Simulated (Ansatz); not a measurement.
# VCrC2 (R-3m) in Ansatz: notebook

One crystal, VCrC2, is run at these levels: PBEsol; tasks: single point.

All numbers are computed with Ansatz 0.2.0; they aren't measurements. Logs are shortened: lines on timing, memory, paths and dates and some standing lists are left out, and cuts for length are marked.

### 1 The structure

Symmetry: R-3m, No. 166, trigonal system. Conventional cell: a = 2.921 Å, b = 2.921 Å, c = 14.218 Å, α = 90.00°, β = 90.00°, γ = 120.00°. Cr (site symmetry -3m) has 6 C at 2.05 Å as nearest neighbours. V (site symmetry -3m) is surrounded by 6 C at 2.07 Å. Around C (site symmetry 3m) lie 3 Cr at 2.05 Å and 3 V at 2.07 Å.

The cell comes from a database or a generator and needn't be the stable form of this composition.

### 2 Single point, PBEsol, collinear spin, ferromagnetic start

Input file input.yaml:

```yaml
crystal:
  lattice:
    - [1.4606320425, 0.8432963029, 4.7393853233]
    - [-1.4606320425, 0.8432963029, 4.7393853233]
    - [0.0, -1.6865926058, 4.7393853233]
  atoms:
    - { symbol: Cr, position: [0.5, 0.5, 0.5], spin: 4.5 }
    - { symbol: V, position: [0.0, 0.0, 0.0], spin: 3.5 }
    - { symbol: C, position: [0.248759, 0.248759, 0.248759] }
    - { symbol: C, position: [0.751241, 0.751241, 0.751241] }
hamiltonian:
  xc: pbesol
  pseudopotentials: { kind: paw }
magnetization:
  spin_polarized: true
kpoints:
  mp_grid: { grid: [11, 11, 11] }
scf:
  occupations: { method: fermi_dirac, width: 0.05 }
output:
  forces: true
  stress: true
  eigenvalues: true
```

Potentials or basis: Ansatz PAW.

Launch:

```sh
$ ansatz run input.yaml --threads 2 --pin off --max-ram 5632MiB --backend cpu --events-out ev --progress --plain --runs-dir out
```

Output:

```text
Warning: where an SCF of this run starts from atoms to list the orders of its open shells, V (site 1, from 0) starts with 3.00 μB on its 3d shell, in the place of the 3.50 μB that the deck gives it: its open shells can hold no more by Hund's first rule. To start from spheres of the given moment, type scf.initial_density.shell_occupations: []
Warning: RAYON_NUM_THREADS=2 ignored (pool sized by the plan → 2); use --threads N
basis.fft_grid_basis auto: the FFT boxes are laid along the combinations [[1, 0, -1], [0, 1, -1], [0, 0, 1]] of the cell's own vectors, 2.921, 2.921 and 5.031 Å long. The dense box has 20×20×36 points. Along the cell's own vectors, as sized, it would have 36×36×36, 3.24 times as many. Of the 12 symmetry operations that the crystal satisfies within crystal.symmetry.tolerance (time reversal apart; of a slab, those that keep its plane) the dense box along the cell's own vectors carries 12, and the one as laid loses 8 of those. basis.fft_grid_basis: typed keeps the cell's own vectors: state it where this run's energies or levels are differenced outside the engine with another run's, or held beside a run that keeps those vectors.
Engine: ansatz 0.2.0, aarch64-unknown-linux-gnu
Pseudopotentials: kind: paw
Pseudopotential: Cr, paw, valence charge 14, recommended cutoff 420 eV (normal), Cr.paw.azcp
Pseudopotential: V, paw, valence charge 13, recommended cutoff 420 eV (normal), V.paw.azcp
Pseudopotential: C, paw, valence charge 4, recommended cutoff 420 eV (normal), C.paw.azcp
Functional definition: PBEsol
  exchange = pbesol_x
  correlation = pbesol_c
Crystal: 4 atoms, lattice volume = 35.026 Å³
Basis set: ecut = 420 eV, 675 PW (Γ), FFT grids on a1−a3, a2−a3, a3, exchange–correlation on 40×40×72 points (8 copies of the dense FFT grid, shifted against one another)
Bands: 26, of which v1, the nominal top of the filled ones, is band 18 counted from 1 (17 counted from 0)
Symmetry: 12 space group operations
Space group: R-3m (ITA 166), of the structure as read, at distance tolerance 3.3e-5 Å
Magnetic group: BNS 166.97 (UNI 1327), of the structure as read, at distance tolerance 3.3e-5 Å
k-points: 146 of 1331
Non-local potential: Cr, projectors of the file, l = 0: 3, l = 1: 2, l = 2: 3, l = 3: 1
Non-local potential: V, projectors of the file, l = 0: 3, l = 1: 2, l = 2: 3, l = 3: 1
Non-local potential: C, projectors of the file, l = 0: 2, l = 1: 2, l = 2: 1
PAW form: soft (Blöchl's): semilocal exchange-correlation on the pseudo side does not see the compensation charge
PAW frozen core: Cr, regenerated for the run's functional, and the local potential with it (the file was generated under x = pbe(κ = 0.804, μ = 0.2195149727645171), c = pbe(β = 0.06672455060314922))
PAW frozen core: V, regenerated for the run's functional, and the local potential with it (the file was generated under x = pbe(κ = 0.804, μ = 0.2195149727645171), c = pbe(β = 0.06672455060314922))
PAW frozen core: C, regenerated for the run's functional, and the local potential with it (the file was generated under x = pbe(κ = 0.804, μ = 0.2195149727645171), c = pbe(β = 0.06672455060314922))
PAW one-centre angular grid: Cr, 590 points (default); XC on 64 Gauss nodes
PAW one-centre angular grid: V, 590 points (default); XC on 64 Gauss nodes
PAW one-centre angular grid: C, 110 points (default); XC on 64 Gauss nodes
Initial density: superposition of atomic densities (chi_scale 0.1, normalization cell, long waves kept (reshape's long-wave potential 0.00 eV rms))
Starting moments: Σ|m| = 8 μB on 2 of 4 sites
Initial wavefunctions: pseudopotential atomic-orbital guess
Functional: x = pbesol(κ = 0.804, μ = 0.12345679012345678), c = pbesol(β = 0.046)
[... 12 lines left out ...]
SCF iter  10: F=—  HF=-6728.683646 eV  |F-HF|=—  |Δ(HF+E_count)|=   1.09e-3  Δρ=3.39e-3 (↑1.75e-3 ↓3.39e-3)  dr2=9.04e-4  dr2_m=2.04e-3  M=0.251 μB ∫|m|=0.324 μB  β_m=0.35  ethr=6.67e-6  ⟨swp⟩=2.0  Hψ=14967  notcnv=0  defer=414
SCF iter  11: F=—  HF=-6728.683208 eV  |F-HF|=—  |Δ(HF+E_count)|=   4.38e-4  Δρ=2.98e-3 (↑2.98e-3 ↓1.96e-3)  dr2=3.13e-3  dr2_m=1.04e-3  M=0.036 μB ∫|m|=0.069 μB  β_m=1.00  ethr=2.58e-6  ⟨swp⟩=2.0  Hψ=15094  notcnv=0  defer=407
SCF iter  12: F=—  HF=-6728.684495 eV  |F-HF|=—  |Δ(HF+E_count)|=   1.29e-3  Δρ=1.58e-3 (↑1.58e-3 ↓1.21e-3)  dr2=9.51e-4  dr2_m=4.49e-4  M=-0.014 μB ∫|m|=0.023 μB  β_m=1.00  ethr=2.58e-6  ⟨swp⟩=2.0  Hψ=15509  notcnv=0  defer=411
SCF iter  13: F=—  HF=-6728.684624 eV  |F-HF|=—  |Δ(HF+E_count)|=   1.29e-4  Δρ=7.29e-4 (↑7.29e-4 ↓2.95e-4)  dr2=2.36e-4  dr2_m=5.13e-5  M=-0.022 μB ∫|m|=0.027 μB  β_m=1.00  ethr=2.58e-6  ⟨swp⟩=2.4  Hψ=11567  notcnv=0  defer=412
SCF iter  14: F=—  HF=-6728.684605 eV  |F-HF|=—  |Δ(HF+E_count)|=   1.93e-5  Δρ=7.74e-4 (↑7.74e-4 ↓5.52e-4)  dr2=3.73e-5  dr2_m=1.34e-4  M=-0.048 μB ∫|m|=0.059 μB  β_m=1.00  ethr=6.73e-7  ⟨swp⟩=1.6  Hψ=9658  notcnv=0  defer=412
SCF iter  15: F=—  HF=-6728.684601 eV  |F-HF|=—  |Δ(HF+E_count)|=   3.55e-6  Δρ=1.42e-4 (↑8.31e-5 ↓1.42e-4)  dr2=1.74e-5  dr2_m=1.20e-6  M=-0.018 μB ∫|m|=0.022 μB  β_m=1.00  ethr=1.07e-7  ⟨swp⟩=2.0  Hψ=12688  notcnv=0  defer=412
SCF iter  16: F=—  HF=-6728.684597 eV  |F-HF|=—  |Δ(HF+E_count)|=   4.26e-6  Δρ=5.36e-5 (↑5.36e-5 ↓5.18e-5)  dr2=1.03e-7  dr2_m=8.72e-7  M=-0.009 μB ∫|m|=0.011 μB  β_m=1.00  ethr=4.96e-8  ⟨swp⟩=2.1  Hψ=11735  notcnv=0  defer=411
SCF iter  17: F=—  HF=-6728.684597 eV  |F-HF|=—  |Δ(HF+E_count)|=   3.83e-7  Δρ=1.46e-5 (↑1.08e-5 ↓1.46e-5)  dr2=1.19e-7  dr2_m=3.53e-8  M=-0.003 μB ∫|m|=0.004 μB  β_m=1.00  ethr=2.95e-10  ⟨swp⟩=2.9  Hψ=14073  notcnv=0  defer=411
SCF iter  18: F=—  HF=-6728.684597 eV  |F-HF|=—  |Δ(HF+E_count)|=   5.57e-8  Δρ=9.36e-6 (↑9.36e-6 ↓7.00e-6)  dr2=5.91e-9  dr2_m=2.09e-8  M=-0.001 μB ∫|m|=0.002 μB  β_m=1.00  ethr=2.95e-10  ⟨swp⟩=2.0  Hψ=12959  notcnv=0  defer=411
SCF iter  19: F=—  HF=-6728.684597 eV  |F-HF|=—  |Δ(HF+E_count)|=   8.66e-9  Δρ=5.58e-7 (↑3.53e-7 ↓5.58e-7)  dr2=2.07e-10  dr2_m=2.63e-11  M=-0.000 μB ∫|m|=0.000 μB  β_m=1.00  ethr=1.69e-11  ⟨swp⟩=2.7  Hψ=13472  notcnv=0  defer=411
SCF iter  20: F=-6728.684597 eV  HF=-6728.684597 eV  |F-HF|=9.52e-10  |Δ(HF+E_count)|=  2.00e-11  Δρ=7.05e-7 (↑7.05e-7 ↓5.65e-7)  dr2=9.80e-10  dr2_m=1.82e-12  M=-0.000 μB ∫|m|=0.000 μB  ethr=1.00e-12  ⟨swp⟩=5.8  Hψ=26068  notcnv=0
SCF 1 converged in 20 iterations: F = -6728.684597 eV  dr2 = 9.80e-10
WARN: the starting moments were not kept: the SCF closed with an absolute magnetisation of 3.1e-5 μB, where they sum to 8 μB in size (2 sites). That is at most 0.1 of that sum. Measured as dr2_m measures the in/out step, that magnetisation stands 7.3e-10 eV from none, at or under the dr2_threshold of 1.0e-7 eV: it is no larger than a step whose dr2_m would equal this threshold. The system may hold no moment; this SCF shows only that its start led to no more than that. To try another start: raise the starting moments (crystal.atoms[].spin, magnetization.per_species, magnetization.initial_magnetization, or on a non-collinear deck that types none of these the spinor_matrix: blocks that start its atoms; where the total moment is fixed, keep their sum and leave initial_magnetization as it is; typed ones take the place of any that the run laid by itself, positive ones on a crystal's lanthanoids without a Hubbard term where scf.initial_density.shell_occupations: [] is typed) or, if the notice of its spin-set hold's release reads "site moments contracting" or "site moments show no strong build", lengthen the hold (scf.mixing.spin_hold: { on: { confirm: 4 } }; for m-r²SCAN on two components see the key's manual first). Each may lead to a state that holds a moment. A second SCF, from the converged charge density, with the starting moments and any scf.initial_density.shell_occupations laid on it anew, would have followed, and was not run: the deck does not ask for one (magnetization.retry_lost_moments is false, the default). To let it run, set magnetization.retry_lost_moments: true and run the deck again, where that key's refused combinations let it; where memory then withholds it, that run's warning says so.
SCF converged after 20 iterations
Magnetization: -0.0000 μB (17.5000 up, 17.5000 down)
Absolute magnetization: 0.0000 μB (∫|ρ↑−ρ↓|, with the PAW one-centre terms)
Spin contamination: 0.0000 ħ² per cell (⟨S²⟩ above its minimum at these occupations)
Per-site moments (μB) at R_I (Å): [(-2.1938198084332305e-5, 0.8460730164247826), (2.8194031076123104e-6, 0.8544406921839741), (8.019832929401089e-7, 0.8460730164247826), (8.019832929415369e-7, 0.8460730164247826)]
Free energy (F): -6728.684597 eV
Harris-Foulkes:  -6728.684597 eV  (|F-HF|=9.52e-10)
Internal energy: -6728.656630 eV  (E = F + TS)
E sigma→0 (E₀):  -6728.670614 eV
Entropy (-TS):   -0.027967 eV (-6.992 meV/atom)
Fermi energy:    17.597191 eV
--- Per-component energies (eV) ---
  E_band       = -254.114252
  E_kinetic    = 857.897699
  E_local      = -2268.629278  (includes V_loc(G=0)·N_el)
  E_nonlocal   = 85.433168
  E_hartree    = 990.152651
  E_xc         = -366.066690
  E_vxc        = -464.581303  (∫ρ·V_xc dr)
  E_paw        = -2440.840140  (= ΣΔE_a)
  E_vpaw       = -444.540545  (= ΣTr[D̂ρ^β])
  E_aug_tail   = 0.000560  (compensation charges beyond the density's cutoff)
  E_ewald      = -3586.956480
  E_core_change = 0.351880  (= ΣΔE_core)
  E_smearing   = -0.027967  (= −TS)
  E_closure    = 0.000000  (closes the sum)
  Σ components = -6728.684597   (vs F -6728.684597, Δ=0.00e0)
--- Forces (eV/Å), atoms counted from 1 ---
  atom   1  Cr     0.00000000     0.00000000     0.00000000
  atom   2  V     -0.00000000     0.00000000    -0.00000000
  atom   3  C      0.00000000     0.00000000     0.00594548
  atom   4  C      0.00000000    -0.00000000    -0.00594548
  max |Σ_I F_I| component: 6.94e-18 eV/Å
--- Stress (GPa, compression-positive) ---
      -11.719190       0.000000       0.000000
        0.000000     -11.719190       0.000000
        0.000000      -0.000000     -11.781775
  P = ⅓ Tr σ = -11.7401 GPa (-117.401 kbar)
--- Band table (eV; the first three rows and the last of 292) ---
  k-point 0 ↑: bands = ["-54.5672", "-47.1138", "-26.0429", "-25.9651", "-25.9651", "-21.1624", "-20.8946", "-20.8946", "3.0852", "7.2454", "9.7538", "12.8946", "12.8946", "16.1089", "16.1089", "16.1917", "17.0708", "17.0708", "18.3026", "18.3026", "18.5359", "18.5359", "18.6113", "19.7002", "24.4227", "24.4227"]
  k-point 1 ↑: bands = ["-54.5652", "-47.1100", "-26.0396", "-25.9823", "-25.9691", "-21.1580", "-20.9236", "-20.9012", "3.2706", "7.1686", "9.9738", "12.8908", "12.9780", "15.7249", "15.9236", "15.9498", "16.2531", "16.9716", "18.2080", "18.2089", "18.7705", "19.0493", "19.6240", "19.7411", "23.7068", "24.1865"]
  k-point 2 ↑: bands = ["-54.5596", "-47.0999", "-26.0310", "-26.0281", "-25.9799", "-21.1462", "-21.0006", "-20.9187", "3.8005", "7.0156", "10.5316", "12.8180", "13.1981", "14.3178", "15.1108", "15.3989", "16.2981", "17.1254", "18.1374", "18.1700", "19.0716", "19.5173", "19.8780", "21.2398", "22.4964", "23.6298"]
  k-point 145 ↓: bands = ["-54.5651", "-47.1102", "-26.0346", "-25.9825", "-25.9691", "-21.1677", "-20.9234", "-20.9013", "4.5442", "4.8379", "12.9982", "13.1070", "13.8183", "14.0361", "14.2073", "14.5664", "16.6521", "16.8306", "17.6474", "17.7140", "18.9736", "19.4169", "21.1600", "21.2297", "22.6519", "23.0826"]
```

Wall time 20 s (2 threads of Arm Neoverse V1, shared host); peak memory 0.52 GiB.

What came out:

```yaml
Free_energy: -6728.6846 eV
Pressure: -11.7 GPa
Largest_force: 0.006 eV/Å
Band_gap_on_the_k_mesh: none (metal or under the smearing width)
Net_moment: 0.00 μB per cell
Absolute_moment: 0.00 μB per cell
```

Forces in eV/Å, atoms in the order of the input:
```
Cr   0.000  0.000  0.000
V    0.000  0.000  0.000
C    0.000  0.000  0.006
C    0.000  0.000 -0.006
```

Levels at points of the mesh, in eV from the Fermi level:
Spin up:
```
           k point  band 15  band 16  band 17  band 18  band 19  band 20  band 21  band 22
(0.00, 0.00, 0.00)    -1.49    -1.41    -0.53    -0.53     0.71     0.71     0.94     0.94
```
Spin down:
| k point | band 15 | band 16 | band 17 | band 18 | band 19 | band 20 | band 21 | band 22 |
| --- | --- | --- | --- | --- | --- | --- | --- | --- |
| (0.00, 0.00, 0.00) | -1.49 | -1.41 | -0.53 | -0.53 | 0.71 | 0.71 | 0.94 | 0.94 |

Caveat: the starting moments collapsed, and a magnetic state may lie lower; the pressure holds a Pulay correction of +0.4 GPa for the finite cutoff; the PAW data sets come from PBE, with cores solved anew for the run's functional, which leaves a small shift of forces and pressure; the starting moments weren't kept.

### 3 Single point, PBEsol, non-collinear spin, random start

Input file input.yaml:

```yaml
crystal:
  lattice:
    - [1.4606320425, 0.8432963029, 4.7393853233]
    - [-1.4606320425, 0.8432963029, 4.7393853233]
    - [0.0, -1.6865926058, 4.7393853233]
  atoms:
    - { symbol: Cr, position: [0.5, 0.5, 0.5], spin: 0.71, spin_axis: [0.335, -0.28, -0.56] }
    - { symbol: V, position: [0.0, 0.0, 0.0], spin: 1.77, spin_axis: [-1.465, -0.992, 0.045] }
    - { symbol: C, position: [0.248759, 0.248759, 0.248759] }
    - { symbol: C, position: [0.751241, 0.751241, 0.751241] }
hamiltonian:
  xc: pbesol
  pseudopotentials: { kind: paw }
magnetization:
  noncollinear: true
  spin_orbit: false
kpoints:
  mp_grid: { grid: [8, 8, 8] }
scf:
  occupations: { method: fermi_dirac, width: 0.05 }
output:
  forces: true
  stress: true
  eigenvalues: true
  write_density: true
  write_potential: true
  elf: true
  volumetric_format: npy
```

Potentials or basis: Ansatz PAW.

Launch:

```sh
$ ansatz run input.yaml --threads 2 --pin off --max-ram 5632MiB --backend cpu --events-out ev --progress --plain --runs-dir out
```

Output:

```text
Warning: RAYON_NUM_THREADS=2 ignored (pool sized by the plan → 2); use --threads N
[... 108 lines left out ...]
  k-point 2: bands = ["-54.5625", "-54.5625", "-47.0898", "-47.0898", "-26.0837", "-26.0837", "-26.0249", "-26.0249", "-26.0008", "-26.0008", "-21.1361", "-21.1361", "-21.0736", "-21.0736", "-20.9343", "-20.9343", "4.3768", "4.3768", "6.9182", "6.9182", "11.0406", "11.0406", "12.6746", "12.6746", "13.2731", "13.2731", "13.4043", "13.4043", "14.5112", "14.5112", "14.9762", "14.9763", "16.3941", "16.3941", "17.3707", "17.3707", "18.1431", "18.1431", "18.1646", "18.1646", "19.1693", "19.1694", "19.6353", "19.6354"]
  k-point 64: bands = ["-54.5755", "-54.5755", "-47.1138", "-47.1138", "-26.0403", "-26.0403", "-25.9755", "-25.9755", "-25.9755", "-25.9755", "-21.1746", "-21.1746", "-20.8935", "-20.8935", "-20.8935", "-20.8935", "4.4375", "4.4375", "4.6751", "4.6751", "13.2057", "13.2057", "13.3757", "13.3757", "13.9654", "13.9654", "13.9654", "13.9654", "14.3553", "14.3553", "14.3553", "14.3553", "16.8240", "16.8240", "16.8240", "16.8240", "17.5282", "17.5282", "17.5282", "17.5282", "18.7044", "18.7044", "19.1814", "19.1815"]
```

v_z.tsv:

```text
# z_ang	v_es[eV]	v_tot[eV]	b_x[eV]	b_y[eV]	b_z[eV]
# format = ansatz-planar-average/11
# xc	pbesol
# density_cutoff_ev	1680
# datasets	Cr=:simpson_from_first_knot:soft:shift=-673940	V=:simpson_from_first_knot:soft:shift=-654106	C=:simpson_from_first_knot:soft:shift=-124771
# lattice	1.460632042	0.843296303	4.739385323
# lattice	-1.460632042	0.843296303	4.739385323
# lattice	0.000000000	-1.686592606	4.739385323
# sites	4
# site	24	0.000000000	-0.000000000	7.109077985
# site	23	0.000000000	0.000000000	0.000000000
# site	6	0.000000000	-0.000000000	3.536894261
# site	6	0.000000000	-0.000000000	10.681261709
0.000000	9.199402e0	-4.460936e0	8.610534e-8	-1.010553e-6	-1.161911e-6
0.251527	8.782268e0	-4.829623e0	9.211487e-8	-1.040405e-6	-1.198886e-6
0.503054	7.806874e0	-5.664078e0	9.742317e-8	-1.074100e-6	-1.239492e-6
0.754582	6.612406e0	-6.678535e0	1.149938e-7	-1.028058e-6	-1.202999e-6
1.006109	5.545105e0	-7.612475e0	1.284380e-7	-8.350498e-7	-1.003952e-6
1.257636	5.064030e0	-8.048771e0	9.217446e-8	-5.008886e-7	-6.137804e-7
[... 12 lines left out ...]
4.527489	7.806874e0	-5.664078e0	9.742317e-8	-1.074100e-6	-1.239492e-6
4.779016	8.782268e0	-4.829623e0	9.211487e-8	-1.040405e-6	-1.198886e-6
```

Wall time 61 s (2 threads of Arm Neoverse V1, shared host); peak memory 0.48 GiB.

Results:

| Quantity | Value |
| --- | --- |
| Free energy | -6728.6903 eV |
| Pressure | -11.8 GPa |
| Largest force | 0.029 eV/Å |
| Band gap on the k mesh | none (metal or under the smearing width) |
| Net moment | 0.00 μB per cell |
| Absolute moment | 0.00 μB per cell |

Forces in eV/Å, atoms in the order of the input:
```
Cr   0.000  0.000  0.000
V    0.000  0.000  0.000
C    0.000  0.000  0.029
C    0.000  0.000 -0.029
```

Levels at points of the mesh, in eV from the Fermi level:
```
              k point  band 32  band 33  band 34  band 35  band 36  band 37  band 38  band 39  band 40  band 41
   (0.00, 0.00, 0.00)    -1.40    -0.53    -0.53    -0.53    -0.53     0.71     0.71     0.71     0.71     0.94
  (0.00, 0.00, -0.50)    -3.49    -0.56    -0.56    -0.11    -0.11     0.33     0.33     1.20     1.20     1.32
 (0.00, -0.50, -0.50)    -1.27    -1.19    -1.19     0.19     0.19     0.52     0.52     0.54     0.54     1.13
(-0.50, -0.50, -0.50)    -3.24    -0.77    -0.77    -0.77    -0.77    -0.07    -0.07    -0.07    -0.07     1.11
```

Moments on the atoms (μB; x, y, z):
```
Cr  0.00 0.00 0.00
V   0.00 0.00 0.00
C   0.00 0.00 0.00
C   0.00 0.00 0.00
```

Caveat: the pressure holds a Pulay correction of +0.4 GPa for the finite cutoff; the PAW data sets come from PBE, with cores solved anew for the run's functional, which leaves a small shift of forces and pressure; the starting moments weren't kept.
